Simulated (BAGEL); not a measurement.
**C5H12Si (vinyltrimethylsilane): RI-MP2/6-31G(d) (density fitting with cc-pvqz-jkfit, spherical functions)**

What is the energy change on altering one bond length of C5H12Si (vinyltrimethylsilane) at RI-MP2/6-31G* (density fitting with cc-pvqz-jkfit, spherical functions)? 

Program for the calculation: BAGEL 1.2.2.

2 further runs of the same task are left out: 2 set aside as unsound or not needed.

**1. The structure to begin with**

The species is C5H12Si (18 atoms), meant as a singlet with charge 0. SMILES: `C=C[Si](C)(C)C`. The coordinates come from a PBE0-D4/def2-TZVP relaxation. This is one conformer, not always the lowest.

Some bond lengths: C1–C2 1.330 Å, C2–Si3 1.869 Å, Si3–C4 1.873 Å, Si3–C5 1.875 Å, Si3–C6 1.875 Å, C1–H7 1.087 Å, C1–H8 1.087 Å, C2–H9 1.091 Å, C4–H10 1.093 Å, C4–H11 1.093 Å, C4–H12 1.093 Å, C5–H13 1.093 Å, C5–H14 1.094 Å, C5–H15 1.093 Å, C6–H16 1.093 Å, C6–H17 1.093 Å. Some angles: C1–C2–Si3 124.8°, C2–Si3–C4 109.7°, C2–Si3–C5 108.9°, C2–Si3–C6 108.9°, C4–Si3–C5 110.1°, C4–Si3–C6 110.1°, C5–Si3–C6 109.2°, C1–C2–H9 117.2°, Si3–C2–H9 118.0°, C2–C1–H7 122.5°.

**2. The energy at RI-MP2/6-31G(d) (density fitting with cc-pvqz-jkfit, spherical functions)**

job.json

```json
{ "bagel": [

{
  "title": "molecule",
  "basis": "6-31gs.json",
  "df_basis": "cc-pvqz-jkfit",
  "angstrom": "true",
  "geometry": [
    { "atom": "C", "xyz": [   -2.463470,   -0.560850,    0.441110 ] },
    { "atom": "C", "xyz": [   -1.600000,    0.041460,   -0.372240 ] },
    { "atom": "Si", "xyz": [    0.250010,    0.097990,   -0.111240 ] },
    { "atom": "C", "xyz": [    0.693770,   -0.817270,    1.461280 ] },
    { "atom": "C", "xyz": [    0.791320,    1.889350,    0.012330 ] },
    { "atom": "C", "xyz": [    1.095130,   -0.702450,   -1.581740 ] },
    { "atom": "H", "xyz": [   -3.533840,   -0.570330,    0.252000 ] },
    { "atom": "H", "xyz": [   -2.138230,   -1.076560,    1.340760 ] },
    { "atom": "H", "xyz": [   -2.008990,    0.536650,   -1.254490 ] },
    { "atom": "H", "xyz": [    0.218540,   -0.365270,    2.335650 ] },
    { "atom": "H", "xyz": [    1.775050,   -0.792910,    1.621980 ] },
    { "atom": "H", "xyz": [    0.389440,   -1.865980,    1.413780 ] },
    { "atom": "H", "xyz": [    0.321910,    2.383320,    0.866720 ] },
    { "atom": "H", "xyz": [    1.875770,    1.963820,    0.132240 ] },
    { "atom": "H", "xyz": [    0.516990,    2.446350,   -0.887640 ] },
    { "atom": "H", "xyz": [    0.807560,   -1.752570,   -1.676110 ] },
    { "atom": "H", "xyz": [    0.825840,   -0.197420,   -2.513330 ] },
    { "atom": "H", "xyz": [    2.183160,   -0.657310,   -1.481070 ] }
  ]
},
{ "title": "hf" },
{ "title": "mp2", "ncore": 10 }

]}
```

The basis set 6-31G* is read from a file made from the Basis Set Exchange's data (not shown).

Run with:

```
$ BAGEL_NUM_THREADS=1 BAGEL job.json > job.out
```

The log of the run:

```text
* using 1 threads per process

  ===============================================================
  ===============================================================

  *** Geometry ***

  { "atom" : "C", "xyz" : [     -4.655284,     -1.059853,      0.833577 ] },
  { "atom" : "C", "xyz" : [     -3.023562,      0.078348,     -0.703432 ] },
  { "atom" : "Si", "xyz" : [      0.472450,      0.185174,     -0.210213 ] },
  { "atom" : "C", "xyz" : [      1.311035,     -1.544416,      2.761419 ] },
  { "atom" : "C", "xyz" : [      1.495378,      3.570354,      0.023300 ] },
  { "atom" : "C", "xyz" : [      2.069496,     -1.327438,     -2.989055 ] },
  { "atom" : "H", "xyz" : [     -6.677990,     -1.077768,      0.476211 ] },
  { "atom" : "H", "xyz" : [     -4.040669,     -2.034404,      2.533669 ] },
  { "atom" : "H", "xyz" : [     -3.796441,      1.014122,     -2.370643 ] },
  { "atom" : "H", "xyz" : [      0.412981,     -0.690260,      4.413739 ] },
  { "atom" : "H", "xyz" : [      3.354358,     -1.498383,      3.065098 ] },
  { "atom" : "H", "xyz" : [      0.735935,     -3.526191,      2.671657 ] },
  { "atom" : "H", "xyz" : [      0.608322,      4.503822,      1.637863 ] },
  { "atom" : "H", "xyz" : [      3.544692,      3.711082,      0.249897 ] },
  { "atom" : "H", "xyz" : [      0.976970,      4.622932,     -1.677396 ] },
  { "atom" : "H", "xyz" : [      1.526067,     -3.311877,     -3.167389 ] },
  { "atom" : "H", "xyz" : [      1.560611,     -0.373070,     -4.749505 ] },
  { "atom" : "H", "xyz" : [      4.125574,     -1.242136,     -2.798817 ] },

  Number of auxiliary basis functions:     1290

  Since a DF basis is specified, we compute 2- and 3-index integrals:
    o Being stored without compression. Storage requirement is 0.129 GB

  Number of basis functions:      112
  Number of electrons      :       56

    * METHOD: MOLECULE                             3.41

  *** RHF ***

  === Nuclear Repulsion ===
   299.8715056598

      * DIIS with orbital gradients will be used.

  === RHF iteration (6-31gs.json) ===
      0       -485.06652594          0.01287225           0.82
      1       -485.23003403          0.00425491           0.58
      2       -485.24938760          0.00114297           0.57
      3       -485.25097494          0.00008629           0.57
      4       -485.25098852          0.00003071           0.62
      5       -485.25098976          0.00000547           0.58
      6       -485.25098983          0.00000188           0.62
      7       -485.25098984          0.00000067           0.60
      8       -485.25098984          0.00000026           0.58
      9       -485.25098984          0.00000010           0.58
     10       -485.25098984          0.00000003           0.57
     11       -485.25098984          0.00000001           0.63
    * SCF iteration converged.

    * Permanent dipole moment:
           (    0.016162,     0.016030,    -0.023028) a.u.

    * METHOD: HF                                   8.62

  *** RHF ***

  === Nuclear Repulsion ===
   299.8715056598

      * DIIS with orbital gradients will be used.

  === RHF iteration (6-31gs.json) ===
      0       -485.25098984          0.00000000           0.55
    * SCF iteration converged.

    * Permanent dipole moment:
           (    0.016162,     0.016030,    -0.023028) a.u.

  === DF-MP2 calculation ===

    * freezing 10 orbitals
    * 3-index integral transformation done
    * assembly done

      MP2 correlation energy:   -0.7223687309      0.39

      MP2 total energy:       -485.9733585713

    * METHOD: MP2                                  1.58

  ===============================================================
```

Run time: 14 s. Hardware: 1 thread of AMD EPYC 7R43 (Zen 3), shared host; peak memory 0.43 GiB.

**3. The distorted shape at the same level**

input.json

```json
{ "bagel": [

{
  "title": "molecule",
  "basis": "6-31gs.json",
  "df_basis": "cc-pvqz-jkfit",
  "angstrom": "true",
  "geometry": [
    { "atom": "C", "xyz": [   -2.098279,    0.697586,    0.498109 ] },
    { "atom": "C", "xyz": [   -1.234809,    1.299896,   -0.315241 ] },
    { "atom": "Si", "xyz": [    0.615201,    1.356426,   -0.054241 ] },
    { "atom": "C", "xyz": [    1.058961,    0.441166,    1.518279 ] },
    { "atom": "C", "xyz": [    1.156511,    3.147786,    0.069329 ] },
    { "atom": "C", "xyz": [    1.460321,    0.555986,   -1.524741 ] },
    { "atom": "H", "xyz": [   -3.168649,    0.688106,    0.308999 ] },
    { "atom": "H", "xyz": [   -1.773039,    0.181876,    1.397759 ] },
    { "atom": "H", "xyz": [   -1.643799,    1.795086,   -1.197491 ] },
    { "atom": "H", "xyz": [    0.583731,    0.893166,    2.392649 ] },
    { "atom": "H", "xyz": [    2.140241,    0.465526,    1.678979 ] },
    { "atom": "H", "xyz": [    0.389440,   -1.865980,    1.413780 ] },
    { "atom": "H", "xyz": [    0.687101,    3.641756,    0.923719 ] },
    { "atom": "H", "xyz": [    2.240961,    3.222256,    0.189239 ] },
    { "atom": "H", "xyz": [    0.882181,    3.704786,   -0.830641 ] },
    { "atom": "H", "xyz": [    1.172751,   -0.494134,   -1.619111 ] },
    { "atom": "H", "xyz": [    1.191031,    1.061016,   -2.456331 ] },
    { "atom": "H", "xyz": [    2.548351,    0.601126,   -1.424071 ] }
  ]
},
{
  "title": "hf"
},
{
  "title": "mp2",
  "ncore": 10
}

]}
```

The basis set 6-31G* is read from a file made from the Basis Set Exchange's data (not shown).

Run with:

```
$ BAGEL_NUM_THREADS=1 BAGEL input.json > input.out
```

The log of the run:

```text
* using 1 threads per process

  ===============================================================
  ===============================================================

  *** Geometry ***

  { "atom" : "C", "xyz" : [     -3.965173,      1.318246,      0.941290 ] },
  { "atom" : "C", "xyz" : [     -2.333451,      2.456447,     -0.595719 ] },
  { "atom" : "Si", "xyz" : [      1.162561,      2.563274,     -0.102501 ] },
  { "atom" : "C", "xyz" : [      2.001146,      0.833683,      2.869131 ] },
  { "atom" : "C", "xyz" : [      2.185489,      5.948453,      0.131013 ] },
  { "atom" : "C", "xyz" : [      2.759607,      1.050661,     -2.881343 ] },
  { "atom" : "H", "xyz" : [     -5.987879,      1.300332,      0.583923 ] },
  { "atom" : "H", "xyz" : [     -3.350558,      0.343696,      2.641382 ] },
  { "atom" : "H", "xyz" : [     -3.106330,      3.392221,     -2.262930 ] },
  { "atom" : "H", "xyz" : [      1.103092,      1.687839,      4.521451 ] },
  { "atom" : "H", "xyz" : [      4.044469,      0.879717,      3.172810 ] },
  { "atom" : "H", "xyz" : [      0.735935,     -3.526191,      2.671657 ] },
  { "atom" : "H", "xyz" : [      1.298433,      6.881921,      1.745576 ] },
  { "atom" : "H", "xyz" : [      4.234803,      6.089181,      0.357610 ] },
  { "atom" : "H", "xyz" : [      1.667080,      7.001031,     -1.569684 ] },
  { "atom" : "H", "xyz" : [      2.216178,     -0.933778,     -3.059676 ] },
  { "atom" : "H", "xyz" : [      2.250722,      2.005030,     -4.641793 ] },
  { "atom" : "H", "xyz" : [      4.815685,      1.135964,     -2.691104 ] },

  Number of auxiliary basis functions:     1290

  Since a DF basis is specified, we compute 2- and 3-index integrals:
    o Being stored without compression. Storage requirement is 0.129 GB

  Number of basis functions:      112
  Number of electrons      :       56

    * METHOD: MOLECULE                             3.59

  *** RHF ***

  === Nuclear Repulsion ===
   296.3725382639

      * DIIS with orbital gradients will be used.

  === RHF iteration (6-31gs.json) ===
      0       -484.81871204          0.01341103           0.68
      1       -484.99419785          0.00649711           0.59
      2       -485.03938206          0.00195476           0.59
      3       -485.04453587          0.00067633           0.58
      4       -485.04512416          0.00011036           0.57
      5       -485.04516930          0.00003581           0.60
      6       -485.04517275          0.00001279           0.66
      7       -485.04517314          0.00000458           0.57
      8       -485.04517320          0.00000137           0.59
      9       -485.04517320          0.00000048           0.60
     10       -485.04517321          0.00000020           0.58
     11       -485.04517321          0.00000006           0.56
     12       -485.04517321          0.00000003           0.57
     13       -485.04517321          0.00000001           0.58
     14       -485.04517321          0.00000000           0.60
    * SCF iteration converged.

    * Permanent dipole moment:
           (   -0.210556,    -0.893079,    -0.025363) a.u.

    * METHOD: HF                                  10.28

  *** RHF ***

  === Nuclear Repulsion ===
   296.3725382639

      * DIIS with orbital gradients will be used.

  === RHF iteration (6-31gs.json) ===
      0       -485.04517321          0.00000000           0.62
    * SCF iteration converged.

    * Permanent dipole moment:
           (   -0.210556,    -0.893079,    -0.025364) a.u.

  === DF-MP2 calculation ===

    * freezing 10 orbitals
    * 3-index integral transformation done
    * assembly done

      MP2 correlation energy:   -0.7461966057      0.43

      MP2 total energy:       -485.7913698112

    * METHOD: MP2                                  1.72

  ===============================================================
```

It took 17 s on 1 thread of AMD EPYC 7R43 (Zen 3), shared host; peak memory 0.43 GiB.

**4. What came out**

At RI-MP2/6-31G* (density fitting with cc-pvqz-jkfit, spherical functions), 10 core orbitals frozen:

| quantity | value |
| --- | --- |
| first shape: total energy | -485.97336 Eh |
| first shape: correlation energy (10 core orbitals frozen) | -722.4 mEh |
| distorted shape: total energy | -485.79137 Eh |
| distorted shape: correlation energy (10 core orbitals frozen) | -746.2 mEh |
| energy change with the C4–H12 bond stretched from 1.093 to 2.405 Å | 4.952 eV |

One bond (distorted shape) is far stretched, which a spin-restricted single reference describes badly; perturbation theory on it can break down and give far too much correlation. With the C4–H12 bond stretched from 1.093 to 2.405 Å the energy rises by 4.95 eV (478 kJ/mol). The first shape isn't relaxed at this level, so the change isn't measured from a minimum. A restricted reference can't describe the breaking bond well at this length.
